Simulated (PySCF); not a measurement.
# [Tb(NH2)2]2+: other functionals and bases at one geometry

An exercise on one series of results from a longer session: the logs are not shown, and one member is left open.

The runs use PySCF 2.14.0; several levels, as the steps say, no spin–orbit coupling.

1 further run of the same task is left out (for a known fault of the program).

**Starting geometry**

7 atoms, charge 2, spin multiplicity 1.

Bond lengths: Tb1–N2 1.965 Å, Tb1–H3 2.706 Å, Tb1–H4 2.721 Å, Tb1–N5 1.965 Å, Tb1–H6 2.721 Å, Tb1–H7 2.706 Å, N2–H3 1.034 Å, N2–H4 1.036 Å, N5–H6 1.036 Å, N5–H7 1.034 Å. Angles: N2–Tb1–H3 18.0°, N2–Tb1–H4 17.6°, N2–Tb1–N5 101.6°, N2–Tb1–H6 119.2°, N2–Tb1–H7 83.6°, H3–Tb1–H4 35.6°, H3–Tb1–N5 83.6°, H3–Tb1–H6 101.2°, H3–Tb1–H7 65.6°, H4–Tb1–N5 119.2°, H4–Tb1–H6 136.8°, H4–Tb1–H7 101.2°, N5–Tb1–H6 17.6°, N5–Tb1–H7 18.0°, H6–Tb1–H7 35.6°, Tb1–N2–H3 126.0°, Tb1–N2–H4 127.3°, H3–N2–H4 106.7° and more.

As a file:

```xyz
7
charge 2, multiplicity 1
Tb    0.0000    0.7843    0.0424
N     1.5224    0.0322    1.0310
H     1.4648   -0.5906    1.8549
H     2.5301    0.1788    0.8393
N    -1.5224    0.0322    1.0310
H    -2.5301    0.1788    0.8393
H    -1.4648   -0.5906    1.8549
```

Formal oxidation states: Tb +4. Each metal's 7 4f electrons lie in its core potential, so multiplicities, spins and levels count the valence alone. An earlier session relaxed this geometry at PBE0, Tb lcecp-2-SVP with ECP53, N def2-SVP, H def2-SVP (singlet, point group C2v).

At PBE0 on the finer grid: E = -154.397334 Eh, frontier levels not given, since the 4f levels lie in the core, Mulliken charge on Tb1 +1.66 e, largest force component 0.009 eV/Å. 

Levels to run: CAM-B3LYP; revPBE; PBE0, TZVP. Hardware: 2 threads of Arm Neoverse V2, shared host.

The first run:

run.py (the lines that set the calculation) reads:

```python
mol = gto.M(atom='''
Tb     0.00000     0.78428     0.04237
N      1.52242     0.03222     1.03098
H      1.46485    -0.59058     1.85489
H      2.53012     0.17882     0.83931
N     -1.52242     0.03222     1.03098
H     -2.53012     0.17882     0.83931
H     -1.46485    -0.59058     1.85489''',
    basis={'Tb': 'lcecp-2-SVP', 'N': 'def2-SVP', 'H': 'def2-SVP'},
    ecp={'Tb': 'lcecp-2-SVP'},
    charge=2, spin=0)
mf = dft.RKS(mol, xc='CAMB3LYP')
mf.grids.atom_grid = (75, 302)  # f atoms: unpruned, at least (60, 302)
mf = mf.density_fit()  # fitting sets: Tb AutoAux, N def2-universal-JKFIT, H def2-universal-JKFIT
mf.conv_tol = 1e-08; mf.max_cycle = 55
mf.kernel(dm0)  # dm0: the density of the relaxed state
```

Command:

```
$ OMP_NUM_THREADS=2 python run.py
```

Steps of the session up to this table: CAM-B3LYP; revPBE; PBE0, TZVP.

One of the session's tables, all rows but one given; the rest of the session is left out.

| level | charge on Tb1 (e) | dipole (D) | largest force component (eV/Å) |
| --- | --- | --- | --- |
| PBE0 (relaxed here) | 1.66 | 0.24 | 0.01 |
| CAM-B3LYP | ? | ? | ? |
| revPBE | 1.53 | 0.68 | 0.70 |
| PBE0, TZVP | 1.98 | 0.01 | 0.36 |

**Question.** Estimate the row for CAM-B3LYP.

As computed: charge on Tb1 (e): 1.65; dipole (D): 0.02; largest force component (eV/Å): 0.08. In the column «charge on Tb1 (e)» it lies between revPBE (1.53) and PBE0 (relaxed here) (1.66).

The dipole of a charged species depends on the origin, so these sizes hold for this origin alone.

The largest leftover force, 0.70 eV/Å with revPBE, stands at a geometry relaxed at another level. With 4f in the core, its levels are missing from HOMO and gap, and its count is fixed, so no charge can pass from the ligands into it. Total energies of different levels can't be compared.
